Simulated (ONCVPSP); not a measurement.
**Ni: generating and testing an ONCV potential**

Do these settings give a usable potential? It is generated, then checked for transferability, scattering, ghosts and hardness.

The numbers are computed with ONCVPSP 4.0.1.1 (patched build) (LDA (Perdew-Wang 92), scalar-relativistic, spin-unpolarised reference atom).

**1. The atom and the settings**

Typed settings, in words:

| Item | Value |
| --- | --- |
| element | nickel (Ni, Z = 28) |
| type | optimised norm-conserving Vanderbilt (ONCV) |
| frozen core | [Ne] 3s2 |
| valence charge | 16 |
| reference configuration | 3p6 3d8 4s1 4p1 |
| partial waves | 4s: rc 2.45 bohr, ncon 3, nbas 8, qcut 2.8 1/bohr, 2 projectors, debl 3.1 Ha; 3p+4p: rc 1.50 bohr, ncon 5, nbas 8, qcut 11.1 1/bohr, 2 projectors; 3d: rc 0.90 bohr, ncon 4, nbas 8, qcut 21.2 1/bohr, 2 projectors, debl 2.3 Ha |
| local potential | polynomial inside 0.75 bohr (lpopt 5, dvloc0 3 Ha) |
| core correction | Teter function, fcfact 5.75, rcfact 1.15 |

The outer shells as boxes (Hund's rule for the drawing; the calculation is spin-unpolarised):

```
[Ne] core
3s [↑↓]
3p [↑↓][↑↓][↑↓]
3d [↑↓][↑↓][↑↓][↑ ][↑ ]
4s [↑ ]
4p [↑ ][  ][  ]
```

An earlier all-electron run gives the scale for the radii.

All-electron outer shells of the reference configuration (LDA (PZ), scalar-relativistic, ld1.x):

| shell | level (eV) | outermost node (bohr) | outermost maximum (bohr) |
| --- | --- | --- | --- |
| 2p | -846.04 | – | 0.16 |
| 3s | -112.46 | 0.30 | 0.64 |
| 3p | -73.22 | 0.27 | 0.65 |
| 3d | -11.05 | – | 0.63 |
| 4s | -7.11 | 0.92 | 2.18 |
| 4p | -2.26 | 1.00 | 2.98 |

**2. Generation**

File Ni.dat:

```
# ATOM AND REFERENCE CONFIGURATION
# atsym  z   nc   nv     iexc    psfile
  Ni 28.00    4    4  -001012      upf
#
#   n    l    f
    1    0    2.00
    2    0    2.00
    2    1    6.00
    3    0    2.00
    3    1    6.00
    3    2    8.00
    4    0    1.00
    4    1    1.00
#
# PSEUDOPOTENTIAL AND OPTIMIZATION
# lmax
    2
#
#   l,   rc,      ep,       ncon, nbas, qcut
    0    2.45    0.00    3    8    2.80
    1    1.50    0.00    5    8   11.10
    2    0.90    0.00    4    8   21.20
#
# LOCAL POTENTIAL
# lloc, lpopt,  rc(5),   dvloc0
    4    5    0.75    3.00
#
# VANDERBILT-KLEINMAN-BYLANDER PROJECTORs
# l, nproj, debl
    0    2    3.10
    1    2    3.10
    2    2    2.30
#
# MODEL CORE CHARGE
# icmod, fcfact, rcfact
    3    5.75    1.15
#
# LOG DERIVATIVE ANALYSIS
# epsh1, epsh2, depsh
   -4.00    5.00    0.02
#
# OUTPUT GRID
# rlmax, drl
    6.00    0.01
#
# TEST CONFIGURATIONS
# ncnf
    4
# nvcnf
#   n    l    f
    4
    3    1    6.00
    3    2    8.00
    4    0    2.00
    4    1    0.00
#
    4
    3    1    6.00
    3    2    8.00
    4    0    1.00
    4    1    0.00
#
    4
    3    1    6.00
    3    2    8.00
    4    0    0.00
    4    1    0.00
#
    4
    3    1    6.00
    3    2    6.00
    4    0    0.00
    4    1    0.00
#
```

Command:

```bash
$ oncvpsp.x < Ni.dat > Ni.out
```

**Question.** What will these runs give? Wanted: cutoffs for 1 and 0.1 mHa per electron, occupied waves; bound ghosts; GHOST(+) flags; largest test error; largest phase difference near zero energy, channels read; rms error of d²Exc/dn², without and with the model core.

The runs gave:

| quantity | value |
| --- | --- |
| cutoffs for 1 and 0.1 mHa per electron, occupied waves | 137 Ha and 160 Ha |
| bound ghosts | s at -69.15 eV |
| GHOST(+) flags | none at low energy |
| largest test error (AE − PS) | -28 meV, for 3p6 3d8 4s0 4p0 (1 test unsolved) |
| largest phase difference near zero energy, channels read | 0.002 rad |
| rms error of d²Exc/dn², without and with the model core | 3.45 and 2.59 mHa |

What this shows: It has a bound ghost (s), a state that the atom doesn't have, and that rules the file out. The worst unpolarised test, 3p6 3d8 4s0 4p0, is off by 28 meV on 22.6 eV; by total energies transferability rates as fair where solved. Of the tests 1 gave no usable energy difference, which is a warning in itself. It counts as very hard, with 137 Ha needed at the looser tolerance. At the looser tolerance the 3d wave is the slowest; 3p needs 39 Ha. Near zero energy the phases of the channels with partial waves agree within 0.002 rad. The pseudo curves have a pole with no partner nearby in the atom's: s at -2.54 Ha.
